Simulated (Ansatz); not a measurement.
**SVWN5/6-31G(d) (spherical functions) run of CH3FGeO (SMILES C[O][Ge][F])**

What is the vertical ionisation energy of CH3FGeO at SVWN5/6-31G* (spherical functions)? 

The calculation is run with Ansatz 0.2.0.

125 further runs of the same task are left out: 125 set aside as unsound or not needed.

**1. The structure to begin with**

CH3FGeO: 7 atoms, total charge 0, spin state singlet. As SMILES, `C[O][Ge][F]`. The shape is that of a PBE0-D4/def2-TZVP optimisation. This is one conformer, not always the lowest.

Bond lengths: C1–O2 1.413 Å, O2–Ge3 1.764 Å, Ge3–F4 1.768 Å, C1–H5 1.092 Å, C1–H6 1.093 Å, C1–H7 1.093 Å. Angles: C1–O2–Ge3 128.6°, O2–Ge3–F4 99.1°, O2–C1–H5 112.1°, O2–C1–H6 109.1°, O2–C1–H7 109.0°, H5–C1–H6 109.1°, H5–C1–H7 109.1°, H6–C1–H7 108.4°.

**2. A single-point energy at SVWN5/6-31G(d) (spherical functions)**

in.yaml reads:

```yaml
crystal:
  periodic: [false, false, false]
  atoms:
    - {symbol: C, position_ang: [-0.504800, 0.491500, 0.394900]}
    - {symbol: O, position_ang: [0.412400, 0.624200, -0.671900]}
    - {symbol: Ge, position_ang: [1.441700, -0.610700, -1.398400]}
    - {symbol: F, position_ang: [0.967400, -1.990600, -0.400200]}
    - {symbol: H, position_ang: [-0.548500, -0.532200, 0.773800]}
    - {symbol: H, position_ang: [-0.208000, 1.161100, 1.206600]}
    - {symbol: H, position_ang: [-1.498700, 0.788500, 0.049700]}
basis:
  gaussian:
    orbitals: 6-31G_st_-spherical.json
magnetization:
  spin_polarized: false
  initial_magnetization: 0
hamiltonian:
  xc: {name: SVWN5}
accuracy: high
output: {orbitals: {seedname: orbitals}}
```

The basis set 6-31G* is read from a file made from the Basis Set Exchange's data (not shown).

On the command line:

```console
$ ansatz run in.yaml --threads 1 --pin off --max-ram 3480MiB --events-out events.jsonl --progress --plain --runs-dir runs
```

What it wrote:

```text
Warning: RAYON_NUM_THREADS=1 ignored (pool sized by the plan → 1); use --threads N
Functional definition: SVWN5
  name "SVWN5"
  exchange = slater_x
  correlation = vwn5_c
1735 factors; integrals over basis functions are off by at most 4.5e-9 eV
mean field evaluation 1: about -62225.8165 eV, gradient 6.5e1 eV
mean field evaluation 2: about -62150.5408 eV, gradient 1.8e2 eV
mean field evaluation 4: about -62233.2140 eV, gradient 1.8e1 eV
mean field evaluation 8: about -62233.8022 eV, gradient 3.4e-1 eV
mean field evaluation 16: about -62233.7959 eV, gradient 8.0e-5 eV
mean field -62233.79591545 eV, -2287.0498163110 hartree, gradient 2.6e-8 eV, S^2 0.000000; 0 other end points of the search recorded, 0 dependent functions left out
reference -62233.79591836 eV, -2287.0498164178 hartree; 29, 29 occupied and 51, 51 virtual orbitals, 1735 factors
Total energy: -62233.79591836 eV, -2287.0498164178 hartree
```

Run time: 4.2 s. Hardware: 1 thread of Arm Neoverse V2, shared host; peak memory 0.19 GiB.

**3. The doublet cation**

in.yaml: that of step 2 with these lines changed.

```diff
@@ -13,5 +13,6 @@
     orbitals: 6-31G_st_-spherical.json
+total_charge: 1
 magnetization:
-  spin_polarized: false
-  initial_magnetization: 0
+  spin_polarized: true
+  initial_magnetization: 1
 hamiltonian:
```

The basis set 6-31G* is read from a file made from the Basis Set Exchange's data (not shown).

On the command line:

```console
$ ansatz run in.yaml --threads 1 --pin off --max-ram 3480MiB --events-out events.jsonl --progress --plain --runs-dir runs
```

What it wrote:

```text
Warning: RAYON_NUM_THREADS=1 ignored (pool sized by the plan → 1); use --threads N
[... 4 set-up lines as earlier in the session ...]
1734 factors; integrals over basis functions are off by at most 4.3e-9 eV
mean field evaluation 1: about -62199.2644 eV, gradient 7.6e1 eV
mean field evaluation 2: about -61995.5145 eV, gradient 1.9e2 eV
mean field evaluation 4: about -62203.4089 eV, gradient 6.9e1 eV
mean field evaluation 8: about -62223.5310 eV, gradient 2.6e0 eV
mean field evaluation 16: about -62223.5616 eV, gradient 1.3e-2 eV
mean field evaluation 32: about -62222.6007 eV, gradient 6.7e0 eV
mean field -62223.56161769 eV, -2286.6737128050 hartree, gradient 8.7e-8 eV, S^2 0.751589; 5 other end points of the search recorded, 0 dependent functions left out
reference -62223.56162082 eV, -2286.6737129203 hartree; 29, 28 occupied and 51, 52 virtual orbitals, 1734 factors
Total energy: -62223.56162082 eV, -2286.6737129203 hartree
```

Run time: 8.4 s. Hardware: 1 thread of Arm Neoverse V2, shared host; peak memory 0.22 GiB.

**4. What came out**

Level: SVWN5/6-31G* (spherical functions).

```
                                          quantity           value
                     singlet CH3FGeO: total energy  -2287.04982 Eh
                      singlet CH3FGeO: HOMO energy        -6.86 eV
                      singlet CH3FGeO: LUMO energy        -2.66 eV
                    singlet CH3FGeO: HOMO–LUMO gap         4.19 eV
                      doublet cation: total energy  -2286.67371 Eh
doublet cation: HOMO energy (highest over α and β)       -13.69 eV
 doublet cation: LUMO energy (lowest over α and β)       -13.62 eV
                              doublet cation: ⟨S²⟩           0.752
vertical ionisation energy (to the doublet cation)       10.234 eV
```

The vertical ionisation energy comes to 10.23 eV (236 kcal/mol). −ε(HOMO) before ionisation, 6.86 eV, is 3.38 eV below this ionisation energy.
